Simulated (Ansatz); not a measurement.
# NaLaMnMoO6 (P2_1) in Ansatz: a series of runs, part 3 of 3

Ansatz 0.2.0. The steps go on from the part before.

## 5. Projected density of states, PBE+U, collinear spin, ferromagnetic start

The input, input.yaml:

```yaml
crystal:
  lattice:
    - [5.55735, 0.0, 0.0]
    - [0.0, 5.59794, 0.0]
    - [-0.06214, 0.0, 8.02462]
  atoms:
    - { symbol: Na, position: [0.75008, 0.51572, 0.49924] }
    - { symbol: Na, position: [0.24992, 0.01572, 0.50076] }
    - { symbol: La, position: [0.25715, 0.95896, 0.99937] }
    - { symbol: La, position: [0.74285, 0.45896, 0.00063] }
    - { symbol: Mn, position: [0.24767, 0.48762, 0.25607], spin: 4.0 }
    - { symbol: Mn, position: [0.75233, 0.98762, 0.74393], spin: 4.0 }
    - { symbol: Mo, position: [0.75559, 0.99666, 0.2709], spin: 1.0 }
    - { symbol: Mo, position: [0.24441, 0.49666, 0.7291], spin: 1.0 }
    - { symbol: O, position: [0.67335, 0.9783, 0.49061] }
    - { symbol: O, position: [0.03402, 0.81017, 0.27726] }
    - { symbol: O, position: [0.93353, 0.2891, 0.28026] }
    - { symbol: O, position: [0.47817, 0.20966, 0.19922] }
    - { symbol: O, position: [0.54435, 0.73563, 0.20079] }
    - { symbol: O, position: [0.82956, 0.01818, 0.00392] }
    - { symbol: O, position: [0.32665, 0.4783, 0.50939] }
    - { symbol: O, position: [0.96598, 0.31017, 0.72274] }
    - { symbol: O, position: [0.06647, 0.7891, 0.71974] }
    - { symbol: O, position: [0.52183, 0.70966, 0.80078] }
    - { symbol: O, position: [0.45565, 0.23563, 0.79921] }
    - { symbol: O, position: [0.17044, 0.51818, 0.99608] }
hamiltonian:
  xc: pbe
  pseudopotentials: { kind: paw }
  hubbard:
    sites:
      - { species: La, l: f, u_eff: 8.0 }
      - { species: Mn, l: d, u_eff: 8.0 }
      - { species: Mo, l: d, u_eff: 8.0 }
magnetization:
  spin_polarized: true
kpoints:
  mp_grid: { grid: [5, 5, 4] }
scf:
  occupations: { method: fermi_dirac, width: 0.05 }
  n_extra_bands: 50
output:
  forces: true
  stress: true
  eigenvalues: true
  dos: { projected: true, de: 0.05, nscf_kmesh: { grid: [8, 8, 6] } }
  write_density: true
  write_potential: true
  elf: true
  volumetric_format: npy
```

Potentials or basis: Ansatz PAW.

Run with:

```
$ ansatz run input.yaml --threads 8 --pin off --max-ram 20480MiB --backend cpu --events-out ev --progress --plain --runs-dir out
```

Standard output:

```text
Warning: RAYON_NUM_THREADS=8 ignored (pool sized by the plan → 8); use --threads N
Na: projections on atomic orbitals take those of the free atom [He] 2s2 2p6 3s1, of charge +0.00 (hamiltonian.pseudopotentials.projection_atoms); the dataset's partial waves leave at most 1.8e-8 of an orbital's norm unspanned inside its sphere
[... 125 lines left out ...]
  k-point 2 ↑: bands = ["-70.2273", "-70.2268", "-53.5755", "-53.5752", "-40.7141", "-40.7130", "-39.0083", "-39.0083", "-38.9877", "-38.9877", "-38.9809", "-38.9809", "-27.6701", "-27.6700", "-27.6259", "-27.6258", "-27.6084", "-27.6084", "-21.2110", "-21.1007", "-12.6652", "-12.6590", "-12.6462", "-12.6409", "-12.6278", "-12.6236", "-8.5450", "-8.0294", "-7.8431", "-7.8182", "-7.7366", "-7.6728", "-7.5725", "-7.4344", "-7.0608", "-7.0319", "-6.9925", "-6.8461", "-4.8403", "-4.8257", "-4.6297", "-4.1625", "-4.0895", "-3.8913", "3.1914", "3.1986", "3.3688", "3.6924", "3.6936", "3.8794", "3.9009", "3.9925", "4.0459", "4.2751", "4.2981", "4.8250", "4.8678", "5.2170", "5.2307", "5.3462", "5.3956", "5.5186", "5.7069", "5.7917", "6.2150", "6.2234", "6.3242", "6.7334", "6.8470", "6.8503", "6.9150", "7.5735", "7.6682", "7.7613", "7.8307", "7.9465", "8.0391", "8.1936", "8.2850", "8.3049", "8.3315", "8.4066", "8.4784", "8.5562", "8.6270", "8.7292", "8.9943", "9.0989", "9.4220", "9.7404", "11.5757", "11.6423", "11.6647", "11.7856", "11.8204", "12.0448", "14.3977", "14.9174", "15.1101", "15.1150", "15.3361", "15.5732", "15.8772", "16.0116", "16.2405", "16.2473", "16.5791", "16.6831", "16.8849", "17.0795", "17.1983", "17.3356", "17.3636", "17.4595", "17.4625", "17.5276", "17.5664", "17.5807", "17.6170", "17.6363", "17.6870", "17.6883", "17.7691", "17.7703", "17.8633", "18.0160", "18.0913", "19.5018", "19.7019", "19.9585", "20.1134", "20.1877", "20.5545", "21.0352", "21.1809"]
  k-point 32 ↓: bands = ["-65.1428", "-65.1428", "-53.2931", "-53.2930", "-40.7122", "-40.7119", "-34.0331", "-34.0330", "-34.0075", "-34.0074", "-33.9954", "-33.9954", "-27.3622", "-27.3621", "-27.3173", "-27.3173", "-27.2952", "-27.2950", "-21.1521", "-21.1398", "-12.6680", "-12.6667", "-12.6429", "-12.6414", "-12.6273", "-12.6257", "-8.3932", "-8.3760", "-7.9077", "-7.8055", "-7.6816", "-7.6149", "-7.4643", "-7.3746", "-7.2105", "-7.1675", "-6.8706", "-6.7781", "-4.6931", "-4.6119", "-4.4152", "-4.2240", "-3.7680", "-3.6679", "3.9939", "4.0281", "4.6460", "4.6720", "5.0028", "5.0554", "5.3618", "5.4793", "5.5756", "5.6393", "5.7476", "5.8461", "6.2433", "6.3999", "6.4537", "6.6007", "6.7553", "6.8050", "6.8996", "7.0625", "7.0839", "7.2348", "7.3820", "7.5001", "7.5949", "7.6734", "7.9075", "8.0561", "8.0971", "8.1381", "8.2334", "8.3093", "8.4029", "8.5149", "8.7796", "8.8388", "12.2876", "12.3149", "12.5911", "12.6643", "12.7501", "12.7772", "15.0053", "15.0765", "15.2099", "15.3278", "15.5977", "15.8693", "16.0445", "16.1346", "16.2718", "16.4244", "16.6996", "16.7820", "16.9419", "16.9947", "17.0742", "17.1537", "17.2173", "17.2885", "17.3585", "17.3912", "17.4114", "17.4453", "17.4839", "17.5121", "17.5550", "17.5808", "17.5984", "17.6124", "17.6296", "17.6595", "17.6726", "17.6807", "17.8716", "17.9117", "17.9483", "18.0706", "18.2181", "18.3182", "18.3862", "18.4057", "18.5171", "18.8789", "19.4949", "20.0120", "20.6968", "20.9609", "21.3516", "21.7030", "21.8455"]
Occupation matrices written to <dir>
```

It took 3.3 min on 8 threads of Intel Xeon Platinum 8375C at 2.90GHz (Ice Lake), shared host; peak memory 6.6 GiB.

Results:

* Free energy: -39984.4270 eV
* Pressure: 4.8 GPa
* Largest force: 1.209 eV/Å
* Band gap on the k mesh: 1.53 eV, indirect (least direct gap 1.55 eV)
* Net moment: 10.00 μB per cell
* Absolute moment: 10.97 μB per cell
* Site moments: Na -0.00; La +0.00; Mn +4.14; Mo +0.21; O -0.06, -0.05, -0.04, -0.02, -0.03, +0.01 μB

Forces on the atoms (eV/Å):
```
Na  -0.012 -0.012 -0.002
Na   0.012 -0.012  0.002
La   0.047  0.057 -0.001
La  -0.047  0.057  0.001
Mn   0.110  0.282  0.109
Mn  -0.110  0.282 -0.109
Mo  -0.093  0.221 -0.054
Mo   0.093  0.221  0.054
O   -0.063 -0.035 -1.206
O   -0.620  0.637  0.141
O   -0.856 -0.801  0.188
O    0.836 -0.847  0.012
O    0.568  0.529  0.104
O   -0.012 -0.029  0.913
O    0.063 -0.035  1.206
O    0.620  0.637 -0.141
O    0.856 -0.801 -0.188
O   -0.836 -0.847 -0.012
O   -0.568  0.529 -0.104
O    0.012 -0.029 -0.913
```

Levels at points of the mesh, in eV from the valence-band top:
Spin up:
| k point | band 87 | band 88 | band 89 | band 90 | band 91 | band 92 | band 93 | band 94 |
| --- | --- | --- | --- | --- | --- | --- | --- | --- |
| (0.00, 0.00, 0.00) | -1.01 | -0.86 | -0.68 | -0.47 | 1.65 | 1.85 | 1.90 | 1.96 |
| (0.00, 0.00, -0.50) | -0.85 | -0.75 | -0.42 | -0.11 | 1.73 | 1.80 | 1.82 | 1.94 |
Spin down:
```
            k point  band 76  band 77  band 78  band 79  band 80  band 81  band 82  band 83  band 84  band 85
 (0.00, 0.00, 0.00)    -1.32    -1.24    -1.08    -1.04    -1.01     2.32     2.40     2.44     2.51     2.88
(0.00, 0.00, -0.50)    -1.27    -1.21    -1.08    -1.03    -0.98     2.33     2.44     2.53     2.61     2.85
```

States per cell in windows of 0.5 eV (zero at the valence-band top; states under -8 eV left out):
```tsv
from (eV)	up	down	O 2p up	O 2p down	La 4f down	La 4f up	Mn 3d up	Mo 4d up
-8.0	0.00	0.00	0.00	0.00	0.00	0.00	0.00	0.00
-7.5	0.00	0.00	0.00	0.00	0.00	0.00	0.00	0.00
-7.0	1.42	0.00	0.52	0.00	0.00	0.00	0.67	0.19
-6.5	3.67	0.00	1.34	0.00	0.00	0.00	1.75	0.38
-6.0	5.90	1.29	1.48	0.83	0.00	0.00	3.84	0.31
-5.5	1.60	2.75	0.89	1.80	0.00	0.00	0.32	0.23
-5.0	3.75	3.30	2.05	2.31	0.01	0.01	0.51	0.87
-4.5	3.65	4.39	1.96	3.06	0.01	0.01	0.46	0.99
-4.0	1.98	2.25	1.30	1.82	0.00	0.00	0.27	0.23
-3.5	2.42	3.85	1.80	3.32	0.01	0.01	0.25	0.11
-3.0	2.81	3.18	2.16	2.76	0.01	0.01	0.24	0.08
-2.5	4.65	4.58	3.81	4.13	0.02	0.02	0.30	0.08
-2.0	5.23	5.35	4.50	4.91	0.03	0.03	0.27	0.07
-1.5	4.74	4.73	4.15	4.37	0.03	0.03	0.22	0.06
-1.0	2.07	0.33	1.61	0.31	0.00	0.01	0.26	0.08
-0.5	2.11	0.00	1.55	0.00	0.00	0.01	0.37	0.06
0.0	0.00	0.00	0.00	0.00	0.00	0.00	0.00	0.00
0.5	0.00	0.00	0.00	0.00	0.00	0.00	0.00	0.00
1.0	0.00	0.00	0.00	0.00	0.00	0.00	0.00	0.00
1.5	3.85	0.00	1.31	0.00	0.00	0.01	0.03	2.14
2.0	2.15	1.41	0.88	0.30	0.00	0.00	0.03	1.13
2.5	0.00	4.59	0.00	1.21	0.01	0.00	0.00	0.00
3.0	0.00	0.00	0.00	0.00	0.00	0.00	0.00	0.00
3.5	0.00	0.00	0.00	0.00	0.00	0.00	0.00	0.00
4.0	0.00	0.00	0.00	0.00	0.00	0.00	0.00	0.00
4.5	1.11	0.55	0.19	0.07	0.00	0.01	0.00	0.35
5.0	2.52	3.39	0.44	0.46	0.05	0.04	0.01	0.61
5.5	2.36	2.55	0.42	0.37	0.07	0.07	0.01	0.37
6.0	2.97	3.25	0.52	0.46	0.18	0.16	0.01	0.37
6.5	2.61	3.17	0.42	0.36	0.42	0.33	0.00	0.22
7.0	3.73	5.36	0.31	0.30	1.58	1.68	0.00	0.07
7.5	11.73	14.73	0.33	0.39	10.15	10.16	0.00	0.05
```

Eigenvalues of the final occupation matrices:
```csv
site,spin,trace,eigenvalues
site 1,1,0.06,0.01 0.01 0.01 0.01 0.01 0.01 0.01
site 1,2,0.06,0.01 0.01 0.01 0.01 0.01 0.01 0.01
site 2,1,0.06,0.01 0.01 0.01 0.01 0.01 0.01 0.01
site 2,2,0.06,0.01 0.01 0.01 0.01 0.01 0.01 0.01
site 3,1,4.94,0.98 0.98 0.99 0.99 1.00
site 3,2,0.22,0.02 0.02 0.02 0.07 0.08
site 4,1,4.94,0.98 0.98 0.99 0.99 1.00
site 4,2,0.22,0.02 0.02 0.02 0.07 0.08
site 5,1,2.15,0.40 0.43 0.43 0.44 0.44
site 5,2,1.72,0.29 0.30 0.32 0.40 0.41
site 6,1,2.15,0.40 0.43 0.43 0.44 0.44
site 6,2,1.72,0.29 0.30 0.32 0.40 0.41
```

Caveat: the magnetic or orbital state may not be the lowest; odd divisions of the mesh miss points on the zone boundary, where band edges often lie, so the gap on the mesh can be too wide; the pressure holds a Pulay correction of +0.6 GPa for the finite cutoff; spin-orbit coupling is left out, which moves the levels of the heavy elements; only a ferromagnetic start was run, and an antiferromagnetic order may lie lower in energy; forces of over 1 eV/Å show positions far from the minimum, so gaps and moduli don't describe the material at rest; the density of states is complete only up to the lowest level of the last band computed. A k mesh can miss the band edges.

## 6. Summary

```csv
U,gap on the mesh (eV),pressure (GPa),moment (μB),largest force (eV/Å)
"La f U = 4 eV, Mn d U = 4 eV, Mo d U = 4 eV",1.09,2.6,10.00,0.84
"La f U = 6 eV, Mn d U = 6 eV, Mo d U = 6 eV",1.38,3.7,10.00,1.08
"La f U = 8 eV, Mn d U = 8 eV, Mo d U = 8 eV",1.53,4.8,10.00,1.21
```

Alike in all rows: task projected density of states; level PBE+U; potentials or basis Ansatz PAW; spin collinear, ferromagnetic start; cell as given; k mesh 5 × 5 × 4; cutoff (eV) 420; smearing fermi-dirac 0.05 eV.

On the cell as given the gap runs from 1.09 eV (PBE+U) to 1.53 eV (PBE+U).

Caveats: the magnetic or orbital state may not be the lowest; odd divisions of the mesh miss points on the zone boundary, where band edges often lie, so the gap on the mesh can be too wide; spin-orbit coupling is left out, which moves the levels of the heavy elements; only a ferromagnetic start was run, and an antiferromagnetic order may lie lower in energy; the density of states is complete only up to the lowest level of the last band computed; forces of over 1 eV/Å show positions far from the minimum, so gaps and moduli don't describe the material at rest (some runs).

Total energies depend on the potentials used, so only differences within one code and one set of settings carry meaning.
